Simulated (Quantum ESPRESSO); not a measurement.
A run of Quantum ESPRESSO 7.5 is set up as follows.

File pw.in:

```
&CONTROL
  calculation = 'scf'
  prefix = 'pwscf'
  outdir = './tmp'
  pseudo_dir = './pseudo'
  tprnfor = .true.
  tstress = .true.
  disk_io = 'low'
/
&SYSTEM
  ibrav = 0
  nat = 1
  ntyp = 1
  ecutwfc = 45
  ecutrho = 360
  nbnd = 13
  occupations = 'smearing'
  smearing = 'mp'
  degauss = 0.01999163
/
&ELECTRONS
  conv_thr = 2d-10
  electron_maxstep = 120
  mixing_beta = 0.5
/
ATOMIC_SPECIES
Mo    95.9500 mo_pbe_v1.uspp.F.UPF
CELL_PARAMETERS angstrom
  -1.5735000000    1.5735000000    1.5735000000
   1.5735000000   -1.5735000000    1.5735000000
   1.5735000000    1.5735000000   -1.5735000000
ATOMIC_POSITIONS crystal
Mo     0.0000000000    0.0000000000    0.0000000000
K_POINTS automatic
12 12 12 0 0 0
```

scf2.in

```
&CONTROL
  calculation = 'scf'
  prefix = 'pwscf'
  outdir = './tmp'
  pseudo_dir = './pseudo'
  tprnfor = .true.
  tstress = .true.
  disk_io = 'low'
/
&SYSTEM
  ibrav = 0
  nat = 1
  ntyp = 1
  ecutwfc = 45
  ecutrho = 360
  nbnd = 13
  occupations = 'smearing'
  smearing = 'mp'
  degauss = 0.01999163
/
&ELECTRONS
  conv_thr = 1d-13
  electron_maxstep = 120
  mixing_beta = 0.5
  startingpot = 'file'
  startingwfc = 'file'
/
ATOMIC_SPECIES
Mo    95.9500 mo_pbe_v1.uspp.F.UPF
CELL_PARAMETERS angstrom
  -1.5735000000    1.5735000000    1.5735000000
   1.5735000000   -1.5735000000    1.5735000000
   1.5735000000    1.5735000000   -1.5735000000
ATOMIC_POSITIONS crystal
Mo     0.0000000000    0.0000000000    0.0000000000
K_POINTS automatic
12 12 12 0 0 0
```

dense.in

```
&CONTROL
  calculation = 'scf'
  prefix = 'pwscf'
  outdir = './tmp'
  pseudo_dir = './pseudo'
  tprnfor = .true.
  tstress = .true.
  disk_io = 'low'
/
&SYSTEM
  ibrav = 0
  nat = 1
  ntyp = 1
  ecutwfc = 45
  ecutrho = 360
  nbnd = 13
  occupations = 'smearing'
  smearing = 'mp'
  degauss = 0.01999163
  la2F = .true.
/
&ELECTRONS
  conv_thr = 1d-12
  electron_maxstep = 120
  mixing_beta = 0.5
  startingpot = 'file'
/
ATOMIC_SPECIES
Mo    95.9500 mo_pbe_v1.uspp.F.UPF
CELL_PARAMETERS angstrom
  -1.5735000000    1.5735000000    1.5735000000
   1.5735000000   -1.5735000000    1.5735000000
   1.5735000000    1.5735000000   -1.5735000000
ATOMIC_POSITIONS crystal
Mo     0.0000000000    0.0000000000    0.0000000000
K_POINTS automatic
36 36 36 0 0 0
```

Contents of scf3.in:

```
&CONTROL
  calculation = 'scf'
  prefix = 'pwscf'
  outdir = './tmp'
  pseudo_dir = './pseudo'
  tprnfor = .true.
  tstress = .true.
  disk_io = 'low'
/
&SYSTEM
  ibrav = 0
  nat = 1
  ntyp = 1
  ecutwfc = 45
  ecutrho = 360
  nbnd = 13
  occupations = 'smearing'
  smearing = 'mp'
  degauss = 0.01999163
/
&ELECTRONS
  conv_thr = 1d-12
  electron_maxstep = 120
  mixing_beta = 0.5
  startingpot = 'file'
/
ATOMIC_SPECIES
Mo    95.9500 mo_pbe_v1.uspp.F.UPF
CELL_PARAMETERS angstrom
  -1.5735000000    1.5735000000    1.5735000000
   1.5735000000   -1.5735000000    1.5735000000
   1.5735000000    1.5735000000   -1.5735000000
ATOMIC_POSITIONS crystal
Mo     0.0000000000    0.0000000000    0.0000000000
K_POINTS automatic
12 12 12 0 0 0
```

ph.in

```
phonon_bands of Mo
&INPUTPH
  prefix = 'pwscf'
  outdir = './tmp'
  tr2_ph = 1d-18
  fildyn = 'dyn'
  niter_ph = 90
  alpha_mix(1) = 0.4
  ldisp = .true.
  nq1 = 4
  nq2 = 4
  nq3 = 4
  electron_phonon = 'interpolated'
  el_ph_sigma = 0.005
  el_ph_nsigma = 10
  fildvscf = 'dvscf'
/
```

q2r.in

```
&INPUT
  fildyn = 'dyn'
  zasr = 'crystal'
  flfrc = 'fc'
  la2F = .true.
/
```

Contents of matdyn.in:

```
&INPUT
  asr = 'crystal'
  flfrc = 'fc'
  flfrq = 'freq'
  q_in_cryst_coord = .true.
  flvec = ' '
/
80
 0.0000000000  0.0000000000  0.0000000000
 0.0312500000 -0.0312500000  0.0312500000
 0.0625000000 -0.0625000000  0.0625000000
 0.0937500000 -0.0937500000  0.0937500000
 0.1250000000 -0.1250000000  0.1250000000
 0.1562500000 -0.1562500000  0.1562500000
 0.1875000000 -0.1875000000  0.1875000000
 0.2187500000 -0.2187500000  0.2187500000
 0.2500000000 -0.2500000000  0.2500000000
 0.2812500000 -0.2812500000  0.2812500000
 0.3125000000 -0.3125000000  0.3125000000
 0.3437500000 -0.3437500000  0.3437500000
 0.3750000000 -0.3750000000  0.3750000000
 0.4062500000 -0.4062500000  0.4062500000
 0.4375000000 -0.4375000000  0.4375000000
 0.4687500000 -0.4687500000  0.4687500000
 0.5000000000 -0.5000000000  0.5000000000
 0.4545454545 -0.4545454545  0.5000000000
 0.4090909091 -0.4090909091  0.5000000000
 0.3636363636 -0.3636363636  0.5000000000
 0.3181818182 -0.3181818182  0.5000000000
 0.2727272727 -0.2727272727  0.5000000000
 0.2272727273 -0.2272727273  0.5000000000
 0.1818181818 -0.1818181818  0.5000000000
 0.1363636364 -0.1363636364  0.5000000000
 0.0909090909 -0.0909090909  0.5000000000
 0.0454545455 -0.0454545455  0.5000000000
 0.0000000000  0.0000000000  0.5000000000
 0.0000000000  0.0000000000  0.4583333333
 0.0000000000  0.0000000000  0.4166666667
 0.0000000000  0.0000000000  0.3750000000
 0.0000000000  0.0000000000  0.3333333333
 0.0000000000  0.0000000000  0.2916666667
 0.0000000000  0.0000000000  0.2500000000
 0.0000000000  0.0000000000  0.2083333333
 0.0000000000  0.0000000000  0.1666666667
 0.0000000000  0.0000000000  0.1250000000
 0.0000000000  0.0000000000  0.0833333333
 0.0000000000  0.0000000000  0.0416666667
 0.0000000000  0.0000000000  0.0000000000
 0.0166666667  0.0166666667  0.0166666667
 0.0333333333  0.0333333333  0.0333333333
 0.0500000000  0.0500000000  0.0500000000
 0.0666666667  0.0666666667  0.0666666667
 0.0833333333  0.0833333333  0.0833333333
 0.1000000000  0.1000000000  0.1000000000
 0.1166666667  0.1166666667  0.1166666667
 0.1333333333  0.1333333333  0.1333333333
 0.1500000000  0.1500000000  0.1500000000
 0.1666666667  0.1666666667  0.1666666667
 0.1833333333  0.1833333333  0.1833333333
 0.2000000000  0.2000000000  0.2000000000
 0.2166666667  0.2166666667  0.2166666667
 0.2333333333  0.2333333333  0.2333333333
 0.2500000000  0.2500000000  0.2500000000
 0.2666666667  0.2000000000  0.2666666667
 0.2833333333  0.1500000000  0.2833333333
 0.3000000000  0.1000000000  0.3000000000
 0.3166666667  0.0500000000  0.3166666667
 0.3333333333  0.0000000000  0.3333333333
 0.3500000000 -0.0500000000  0.3500000000
 0.3666666667 -0.1000000000  0.3666666667
 0.3833333333 -0.1500000000  0.3833333333
 0.4000000000 -0.2000000000  0.4000000000
 0.4166666667 -0.2500000000  0.4166666667
 0.4333333333 -0.3000000000  0.4333333333
 0.4500000000 -0.3500000000  0.4500000000
 0.4666666667 -0.4000000000  0.4666666667
 0.4833333333 -0.4500000000  0.4833333333
 0.5000000000 -0.5000000000  0.5000000000
 0.2500000000  0.2500000000  0.2500000000
 0.2222222222  0.2222222222  0.2777777778
 0.1944444444  0.1944444444  0.3055555556
 0.1666666667  0.1666666667  0.3333333333
 0.1388888889  0.1388888889  0.3611111111
 0.1111111111  0.1111111111  0.3888888889
 0.0833333333  0.0833333333  0.4166666667
 0.0555555556  0.0555555556  0.4444444444
 0.0277777778  0.0277777778  0.4722222222
 0.0000000000  0.0000000000  0.5000000000
```

The input matdyn_dos.in:

```
&INPUT
  asr = 'crystal'
  flfrc = 'fc'
  dos = .true.
  fldos = 'phdos'
  nk1 = 18
  nk2 = 18
  nk3 = 18
  deltaE = 1
  flvec = ' '
  flfrq = ' '
/
```

File matdyn_a2f.in:

```
&INPUT
  asr = 'crystal'
  flfrc = 'fc'
  la2F = .true.
  dos = .true.
  fldos = 'dos2'
  nk1 = 14
  nk2 = 14
  nk3 = 14
  ndos = 60
  el_ph_nsigma = 10
  flfrq = 'dosfreq2'
  flvec = ' '
/
```

matdyn_mesh.in

```
&INPUT
  asr = 'crystal'
  flfrc = 'fc'
  flfrq = 'mesh'
  q_in_cryst_coord = .true.
  flvec = ' '
/
1000
 0.05000000  0.05000000  0.05000000
 0.05000000  0.05000000  0.15000000
 0.05000000  0.05000000  0.25000000
[... 997 further points of the even 10 x 10 x 10 mesh, shifted by half a step ...]
```

Potentials or basis: GBRV 1.5 PBE.

The run is started by

```console
$ OMP_NUM_THREADS=1 mpirun -n 4 pw.x -nk 4 -in pw.in > pw.out
$ OMP_NUM_THREADS=1 mpirun -n 4 pw.x -nk 4 -in scf2.in > scf2.out
$ OMP_NUM_THREADS=1 mpirun -n 4 pw.x -nk 4 -in dense.in > dense.out
$ OMP_NUM_THREADS=1 mpirun -n 4 pw.x -nk 4 -in scf3.in > scf3.out
$ OMP_NUM_THREADS=1 mpirun -n 4 ph.x -nk 4 -in ph.in > ph.out
$ OMP_NUM_THREADS=1 mpirun -n 1 q2r.x -in q2r.in > q2r.out
$ OMP_NUM_THREADS=1 mpirun -n 1 matdyn.x -in matdyn.in > matdyn.out
$ OMP_NUM_THREADS=1 mpirun -n 1 matdyn.x -in matdyn_dos.in > matdyn_dos.out
$ OMP_NUM_THREADS=1 mpirun -n 1 matdyn.x -in matdyn_a2f.in > matdyn_a2f.out
$ OMP_NUM_THREADS=1 mpirun -n 1 matdyn.x -in matdyn_mesh.in > matdyn_mesh.out
```

Q: What does it give for the highest phonon frequency?

A: 273 cm⁻¹.

Q: What does it give for the zero-point energy?

A: 0.037 eV/atom.

Q: Predict the pressure.

A: 2.5 GPa.

Phonon frequencies in cm⁻¹ (negative: imaginary):
| q point | frequencies |
| --- | --- |
| (0.000, 0.000, 0.000) | 0 0 0 |
| (0.219, -0.219, 0.219) | 135 135 234 |
| (0.438, -0.438, 0.438) | 199 199 219 |
| (0.273, -0.273, 0.500) | 186 231 238 |
| (0.000, 0.000, 0.458) | 158 202 271 |
| (0.000, 0.000, 0.167) | 83 94 146 |
| (0.050, 0.050, 0.050) | 69 69 107 |
| (0.167, 0.167, 0.167) | 201 201 225 |
| (0.283, 0.150, 0.283) | 211 223 223 |
| (0.400, -0.200, 0.400) | 221 225 225 |
| (0.250, 0.250, 0.250) | 218 218 218 |
| (0.056, 0.056, 0.444) | 171 206 267 |

Caveat: λ from interpolated matrix elements is rough: modes that symmetry makes equal can differ by tens of percent.
